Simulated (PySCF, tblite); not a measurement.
# C4H13B2O3P: geometry, infrared bands and NMR shifts

Wanted: the infrared bands and NMR shifts of C4H13B2O3P (`C=C[C@@](C)(O[BH2-][PH3+])B(O)O`), by calculation.

Programs: tblite 0.8.0 and PySCF 2.14.0, with density-fitted response routines of our own. Each step states its level of theory. These are calculated values for one molecule in the gas phase, unless marked as measured. Atoms are numbered from 0 throughout.

## 1. Starting geometry

23 atoms, charge 0, multiplicity 1; geometry from: force field or distance geometry start.

Bonds of the start (Å): C0–C1 1.32, C1–C2 1.52, C2–C3 1.51, C2–O4 1.39, O4–B5 1.48, B5–P6 1.90, C2–B7 1.59, B7–O8 1.47, B7–O9 1.46, C0–H10 1.08, C0–H11 1.11, C1–H12 1.09, C3–H13 1.11, C3–H14 1.10, C3–H15 1.10, B5–H16 1.20, B5–H17 1.19, P6–H18 1.39, P6–H19 1.42, P6–H20 1.41, O8–H21 1.01, O9–H22 1.00.

## 2. Optimising the geometry with GFN2-xTB

What the job is given:

```
{"job": {"kind": "relax", "xc": "GFN2-xTB", "basis": "xTB"}, "charge": 0, "multiplicity": 1}
C     -1.854100     1.968200    -0.993400
C     -1.805400     0.995300    -0.106600
C     -0.590100     0.081400    -0.109300
C     -0.350800    -0.263100    -1.561300
O      0.504500     0.670200     0.503700
B      1.619400    -0.295600     0.424800
P      3.310900     0.546300     0.577900
B     -1.014200    -1.220900     0.700400
O     -2.183400    -1.953400     0.197400
O     -0.774400    -1.246800     2.143500
H     -1.098100     2.154200    -1.737900
H     -2.762900     2.599900    -0.936800
H     -2.577400     0.824800     0.643200
H     -1.274600    -0.123800    -2.168100
H      0.439000     0.415200    -1.918600
H     -0.094600    -1.333100    -1.597500
H      1.432700    -1.088100     1.302000
H      1.641400    -0.895800    -0.606100
H      3.847600     0.760800    -0.684700
H      4.193100    -0.349500     1.247900
H      3.123100     1.736700     1.312400
H     -2.939100    -1.787000     0.853300
H     -0.797500    -2.169000     2.524200
```

The run is started by

```console
$ OMP_NUM_THREADS=1 python probes_run.py task.json out
```

One launch serves the whole session: the jobs run in the order shown.

**Question.** This job is followed by: GFN2-xTB harmonic vibrations, gas phase; GIAO PBE0/pcSseg-1 NMR shielding, non-relativistic, gas phase. What will the session give for the following? strongest single infrared mode (GFN2-xTB); zero-point energy (GFN2-xTB); 13C shifts against TMS (PBE0/pcSseg-1); 1H shifts against TMS (PBE0/pcSseg-1, means over atoms taken as alike); 17O shifts against H2O (PBE0/pcSseg-1, means over atoms taken as alike); 11B shifts against BF3·OEt2 (PBE0/pcSseg-1); 31P shifts against H3PO4 (PBE0/pcSseg-1).

The runs gave:

| quantity | value |
| --- | --- |
| strongest single infrared mode (GFN2-xTB) | 2111 cm⁻¹, 529 km/mol |
| zero-point energy (GFN2-xTB) | 107.3 kcal/mol |
| 13C shifts against TMS (PBE0/pcSseg-1) | 160.8, 114.7, 77.0, 20.6 ppm |
| 1H shifts against TMS (PBE0/pcSseg-1, means over atoms taken as alike) | 6.80, 5.16, 5.02, 3.74, 3.58, 3.36, 3.29, 1.38 ppm |
| 17O shifts against H2O (PBE0/pcSseg-1, means over atoms taken as alike) | 120.5, 79.5 ppm |
| 11B shifts against BF3·OEt2 (PBE0/pcSseg-1) | 25.2, -14.3 ppm |
| 31P shifts against H3PO4 (PBE0/pcSseg-1) | -200.0 ppm |

Relaxing lowered the energy by 2.795 eV in 224 steps; the close pair that moved most is B7–O8, from 1.469 to 1.352 Å. All 63 modes are real, so the xTB geometry is a minimum. The strongest single mode, at 2111 cm⁻¹, moves mainly H19. Unscaled tight-binding wavenumbers are off by several per cent, some by more. Its intensities can rank the bands wrongly. The most deshielded carbon is C1 (alkene CH), at 160.8 ppm: as expected for a trigonal carbon in a double bond. H12 (hydrogen on an alkene CH) lies farthest downfield among hydrogen, at 6.80 ppm; attached to an sp2 carbon and in the plane of the double bond. At PBE0/pcSseg-1: Shielding is most anisotropic at C1 (span 224 ppm, paramagnetic term -229 ppm).
